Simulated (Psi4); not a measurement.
# C2H6Ga (SMILES C[Ga]C) at UBHLYP/6-31G(d) (spherical functions)

What is the energy change on altering one bond length of C2H6Ga at UBHLYP/6-31G* (spherical functions)? 

The results are computed with Psi4 1.11.

## (1) The structure to begin with

The species is C2H6Ga (9 atoms), meant as a doublet with charge 0. As SMILES, `C[Ga]C`. The shape is that of a PBE0-D4/def2-TZVP optimisation.

Bond lengths: C1–Ga2 1.998 Å, Ga2–C3 1.998 Å, C1–H4 1.095 Å, C1–H5 1.095 Å, C1–H6 1.089 Å, C3–H7 1.089 Å, C3–H8 1.095 Å, C3–H9 1.095 Å. Some angles: C1–Ga2–C3 118.1°, Ga2–C1–H4 108.6°, Ga2–C1–H5 108.9°, Ga2–C1–H6 113.3°, Ga2–C3–H7 113.3°, Ga2–C3–H8 108.8°, Ga2–C3–H9 108.7°, H4–C1–H5 107.9°, H4–C1–H6 109.0°, H5–C1–H6 109.1°.

## (2) Energy and forces at UBHLYP/6-31G(d) (spherical functions)

The input, calc.py:

```python
import psi4

psi4.set_memory(2200000000)
psi4.set_num_threads(1)
psi4.core.set_output_file('output.dat', False)

mol = psi4.geometry("""
0 2
C     -1.246620     1.163020     0.175280
Ga     0.456630     0.385560     0.873010
C      1.273950    -1.139610    -0.126050
H     -2.014290     0.382510     0.177460
H     -1.092470     1.479700    -0.861100
H     -1.602690     2.011340     0.758180
H      2.201980    -1.496820     0.318200
H      1.469380    -0.822030    -1.155250
H      0.554120    -1.963680    -0.159730
units angstrom
symmetry c1
""")

psi4.set_options({
    'basis': '6-31G*',
    'reference': 'uks',
    'puream': True,
    'e_convergence': 1e-09,
    'd_convergence': 1e-08,
    'scf_type': 'pk',
    'dft_radial_points': 99,
    'dft_spherical_points': 590,
    'maxiter': 100,
})

result, w = psi4.gradient("bhhlyp", return_wfn=True)
psi4.oeprop(w, "WIBERG_LOWDIN_INDICES", "MULLIKEN_CHARGES", "QUADRUPOLE")
print('gradient / Eh bohr^-1')
print(result.np.round(6))
print(f'energy = {w.energy():.10f} Eh')
for k, v in sorted(psi4.core.scalar_variables().items()):
    print(f'{k:45s} {v:18.10f}')
```

Started as:

```
python calc.py
```

output.dat:

```text
[...]
  Running in c1 symmetry.
[...]
  Nuclear repulsion =  167.444230096275078
[...]
  Multiplicity = 2
[...]
  Nalpha       = 25
  Nbeta        = 24
[...]
    Number of basis functions: 72
[...]
   @UKS iter   1: -2002.53717602913434   -2.60402e+00   3.91725e-02 ADIIS/DIIS
[...]
   @UKS iter  14: -2004.27301863371167   -5.68434e-12   3.21710e-09 DIIS
[...]
   @S^2 Observed:                7.532871845E-01
[...]
    Orbital Energies [Eh]
    ---------------------
    Alpha Occupied:
       1A   -374.937732     2A    -46.789949     3A    -41.384552
       4A    -41.382871     5A    -41.380961     6A    -10.560318
       7A    -10.560308     8A     -5.844829     9A     -4.058536
      10A     -4.053053    11A     -4.047771    12A     -0.961725
      13A     -0.958677    14A     -0.955418    15A     -0.955054
      16A     -0.951251    17A     -0.780350    18A     -0.766600
      19A     -0.463737    20A     -0.460009    21A     -0.451847
      22A     -0.450776    23A     -0.449020    24A     -0.323919
      25A     -0.207884
    Alpha Virtual:
[...]
  @UKS Final Energy: -2004.27301863371167
   => Energetics <=
    Nuclear Repulsion Energy =            167.4442300962750778
    One-Electron Energy =               -3123.5110008069100331
    Two-Electron Energy =                 996.8966732323498263
    DFT Exchange-Correlation Energy =     -45.1029211554264222
    Empirical Dispersion Energy =           0.0000000000000000
    VV10 Nonlocal Energy =                  0.0000000000000000
    Total Energy =                      -2004.2730186337116720
[...]
  -Total Gradient:
     Atom            X                  Y                   Z
    ------   -----------------  -----------------  -----------------
       1        0.003663971598    -0.001088475663     0.002029250522
       2       -0.000886505641    -0.000757544094    -0.001646877531
       3       -0.001142363747     0.003239393926     0.002639770368
       4       -0.002065962151    -0.002811029483     0.000044671327
       5        0.000898948787     0.000684088930    -0.003305262919
       6       -0.001091131301     0.002719102969     0.001939464633
       7        0.002986644868    -0.001095927399     0.001493652260
       8        0.000285220774     0.001387623222    -0.003197316679
       9       -0.002646999502    -0.002275761409     0.000005940730
[...]
 Multipole Moments:
 ------------------------------------------------------------------------------------
     Multipole            Electronic (a.u.)      Nuclear  (a.u.)        Total (a.u.)
 ------------------------------------------------------------------------------------
 L = 1.  Multiply by 2.5417464519 to convert [e a0] to [Debye]
 Dipole X            :          3.0485899           -3.1510361           -0.1024463
 Dipole Y            :          2.5743505           -2.6608883           -0.0865379
 Dipole Z            :          5.8260709           -6.0217799           -0.1957090
 Magnitude           :                                                    0.2372468
 L = 2.  Multiply by 1.3450342976 to convert [e a0^2] to [Debye ang]
 Quadrupole XX       :       -154.8560233          131.4522558          -23.4037674
 Quadrupole XY       :         95.2317760          -94.2965676            0.9352084
[...]
  Mulliken Charges: (a.u.)
   Center  Symbol    Alpha    Beta     Spin     Total
       1     C     3.37889  3.25036  0.12853 -0.62925
       2    GA    15.76361 15.01868  0.74493  0.21771
       3     C     3.37890  3.25034  0.12855 -0.62924
       4     H     0.41616  0.41348  0.00267  0.17036
       5     H     0.41665  0.41284  0.00381  0.17051
       6     H     0.40649  0.41398 -0.00748  0.17953
       7     H     0.40649  0.41397 -0.00748  0.17953
       8     H     0.41650  0.41312  0.00338  0.17038
       9     H     0.41631  0.41321  0.00310  0.17047
   Total alpha = 25.00000, Total beta = 24.00000, Total charge = -0.00000
[...]
```

Standard output:

```text
gradient / Eh bohr^-1
[[ 3.664e-03 -1.088e-03  2.029e-03]
 [-8.870e-04 -7.580e-04 -1.647e-03]
 [-1.142e-03  3.239e-03  2.640e-03]
 [-2.066e-03 -2.811e-03  4.500e-05]
 [ 8.990e-04  6.840e-04 -3.305e-03]
 [-1.091e-03  2.719e-03  1.939e-03]
 [ 2.987e-03 -1.096e-03  1.494e-03]
 [ 2.850e-04  1.388e-03 -3.197e-03]
 [-2.647e-03 -2.276e-03  6.000e-06]]
energy = -2004.2730186337 Eh
CURRENT ENERGY                                  -2004.2730186337
CURRENT REFERENCE ENERGY                        -2004.2730186337
DD SOLVATION ENERGY                                 0.0000000000
DFT FUNCTIONAL TOTAL ENERGY                     -2004.2730186337
DFT TOTAL ENERGY                                -2004.2730186337
DFT VV10 ENERGY                                     0.0000000000
DFT XC ENERGY                                     -45.1029211554
GRID ELECTRONS ALPHA                               24.9999997665
GRID ELECTRONS BETA                                23.9999997423
GRID ELECTRONS TOTAL                               48.9999995088
NUCLEAR REPULSION ENERGY                          167.4442300963
ONE-ELECTRON ENERGY                             -3123.5110008069
PCM POLARIZATION ENERGY                             0.0000000000
PE ENERGY                                           0.0000000000
SCF ITERATION ENERGY                            -2004.2730186337
SCF ITERATIONS                                     14.0000000000
SCF TOTAL ENERGY                                -2004.2730186337
TWO-ELECTRON ENERGY                               996.8966732323
XC GRID RADIAL POINTS                              99.0000000000
XC GRID SPHERICAL POINTS                          590.0000000000
XC GRID TOTAL POINTS                           501177.0000000000
```

Run time: 39 s. Hardware: 1 thread of AMD EPYC 7R43 (Zen 3), shared host; peak memory 1.1 GiB.

## (3) The distorted shape

The input, input.in:

```
memory 2.2 GB

molecule m {
  0 2
  C     -4.46027144     3.00783739    -0.67619881
  Ga    -1.24159542     1.53865092     0.64231980
  C      0.30291554    -1.34350268    -1.24562998
  H     -5.91095749     1.53288725    -0.67207921
  H     -4.16897016     3.60627586    -2.63467317
  H     -5.13314622     4.61092985     0.42532255
  H      4.16113913    -2.82857986     0.60131085
  H      0.67222472    -0.74336346    -3.19053611
  H     -1.05736602    -2.90076929    -1.30927596
  units bohr
  symmetry c1
}

set {
  reference            uks
  puream               true
  e_convergence        1e-09
  d_convergence        1e-08
  scf_type             pk
  dft_radial_points    99
  dft_spherical_points 590
  maxiter              100
}

gradient('bhhlyp/6-31G*')
```

Started as:

```
psi4 input.in input.out -n 1
```

input.out, shortened:

```text
[...]
  Running in c1 symmetry.
[...]
  Nuclear repulsion =  163.611751635469034
[...]
  Multiplicity = 2
[...]
  Nalpha       = 25
  Nbeta        = 24
[...]
    Number of basis functions: 72
[...]
   @UKS iter   1: -2001.90448868018666   -2.28015e+00   3.98658e-02 DIIS/ADIIS
[...]
   @UKS iter  19: -2004.10707294024610    9.09495e-13   3.51133e-09 DIIS
[...]
   @S^2 Observed:                1.513907212E+00
[...]
  @UKS Final Energy: -2004.10707294024610
   => Energetics <=
    Nuclear Repulsion Energy =            163.6117516354690338
    One-Electron Energy =               -3115.3859765976585550
    Two-Electron Energy =                 992.6992104715837968
    DFT Exchange-Correlation Energy =     -45.0320584496403598
    Empirical Dispersion Energy =           0.0000000000000000
    VV10 Nonlocal Energy =                  0.0000000000000000
    Total Energy =                      -2004.1070729402463257
[...]
 Multipole Moments:
 ------------------------------------------------------------------------------------
     Multipole            Electronic (a.u.)      Nuclear  (a.u.)        Total (a.u.)
 ------------------------------------------------------------------------------------
 L = 1.  Multiply by 2.5417464519 to convert [e a0] to [Debye]
 Dipole X            :          1.6143548           -2.0965990           -0.4822441
 Dipole Y            :          3.1640801           -3.0667541            0.0973260
 Dipole Z            :          5.1811283           -5.5170182           -0.3358898
 Magnitude           :                                                    0.5956960
[...]
  -Total Gradient:
     Atom            X                  Y                   Z
    ------   -----------------  -----------------  -----------------
       1        0.005664011173     0.000992125760     0.006273821371
       2       -0.009411052382    -0.001644965891    -0.010659164077
       3        0.013202449761    -0.005938919577     0.005365830742
       4       -0.001857786514    -0.003033459000     0.000106738808
       5        0.001273549203     0.000495024971    -0.003290838081
       6       -0.002547928115     0.002930835175     0.000896767432
       7        0.017054003608    -0.006033231510     0.008775352433
       8       -0.011315014016     0.006574486983    -0.004122322157
       9       -0.012058137216     0.005657201102    -0.003343442286
[...]
```

Run time: 47 s. Hardware: 1 thread of AMD EPYC 7R43 (Zen 3), shared host; peak memory 1.1 GiB.

## (4) What came out

At UBHLYP/6-31G* (spherical functions):

| quantity | value |
| --- | --- |
| first shape: total energy | -2004.27302 Eh |
| first shape: dipole moment | 0.60 D |
| first shape: HOMO energy (highest over α and β) | -5.66 eV |
| first shape: LUMO energy (lowest over α and β) | -1.05 eV |
| first shape: ⟨S²⟩ | 0.753 |
| first shape: largest force on an atom | 0.223 eV/Å |
| distorted shape: total energy | -2004.10707 Eh |
| distorted shape: dipole moment | 1.51 D |
| distorted shape: HOMO energy (highest over α and β) | -5.80 eV |
| distorted shape: LUMO energy (lowest over α and β) | -1.12 eV |
| distorted shape: ⟨S²⟩ | 1.514 |
| distorted shape: largest force on an atom | 1.034 eV/Å |
| energy change with the C3–H7 bond stretched from 1.089 to 2.396 Å | 4.516 eV |

With the C3–H7 bond stretched from 1.089 to 2.396 Å the energy rises by 4.52 eV (436 kJ/mol). The first shape isn't relaxed at this level, so the change isn't measured from a minimum. ⟨S²⟩ (distorted shape) is 1.51 where a pure doublet has 0.75: the reference is spin-contaminated.
